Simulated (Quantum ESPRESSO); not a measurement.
**BiS in Quantum ESPRESSO: the effect of q point**

BiS:

```
Bi S
1.0
     2.10927    1.21779    3.50049
    -2.10927    1.21779    3.50049
     0.00000   -2.43558    3.50049
Bi S
1 1
Direct
  0.00000 0.00000 0.00000
  0.50000 0.50000 0.50000
```

The cell was built by a generator and needn't be a form met in nature.

Alike in all runs:

```yaml
Program: Quantum ESPRESSO 7.5
Task: phonons
Functional: PBE
Potentials_or_basis: PseudoDojo 0.4.1 SR PBE standard
Cutoff: 898 eV
Density_cutoff: 3592 eV
k_mesh: 7 × 7 × 7
Occupations: cold, width 0.2 eV
Spin: no spin polarisation
```

Each run relaxes the cell or the atoms first.

```csv
q point,highest phonon frequency (cm⁻¹)
0,?
1,177
2,177
```

Question: What does the run with q point 0 give?

Answer: Highest phonon frequency 145 cm⁻¹.

Caveats: some modes are imaginary (some runs); the q point doesn't lie on the k mesh, which can shift a metal's frequencies strongly unless the mesh is converged (some runs).
